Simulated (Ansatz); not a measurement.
## Sn3Te under changes of volume

One of the cells (28.798 Å³/atom); the others are scaled copies at fixed shape and fractional positions:

```xyz
4
Lattice="4.8656 0.0000 0.0000 0.0000 4.8656 0.0000 0.0000 0.0000 4.8656" Properties=species:S:1:pos:R:3 pbc="T T T"
Te    0.0000    0.0000    0.0000
Sn    0.0000    2.4328    2.4328
Sn    2.4328    0.0000    2.4328
Sn    2.4328    2.4328    0.0000
```

The cell comes from a database or a generator and needn't be the stable form of this composition.

```yaml
Program: Ansatz 0.2.0
Functional: PBEsol
Potentials_or_basis: Ansatz PAW
Cutoff: "420 eV (not typed: the program's choice for these potentials)"
k_mesh: 6 × 6 × 6
Occupations: fermi-dirac, width 0.05 eV
Spin: no spin polarisation
```

| volume (Å³/atom) | energy over the lowest point (meV/atom) | pressure (GPa) |
| --- | --- | --- |
| 27.070 | 0.00 | 0.5 |
| 27.646 | 0.03 | -0.6 |
| 28.222 | 3.64 | -1.5 |
| 28.798 | 10.50 | -2.4 |
| 29.373 | 20.31 | -3.1 |
| 29.949 | 32.76 | -3.8 |
| 30.525 | ? | ? |

Question: What does the run at 30.525 Å³/atom give?

Answer: Energy over the lowest point 47.55 meV/atom; pressure -4.4 GPa.

Worked out: A Birch-Murnaghan fit of order 3 (a polynomial in V^(-2/3)) to the other rows has its minimum at 27.35 Å³/atom with B0 = V·E''(V) = 50 GPa and B' = 3.8. It gives 47.64 meV/atom at 30.525 Å³/atom, against the run's 47.55, and -dE/dV = -4.4 GPa, against -4.4.

Energies are extrapolated to zero smearing.

Caveats: the PAW data sets come from PBE, with cores solved anew for the run's functional, which leaves a small shift of forces and pressure.
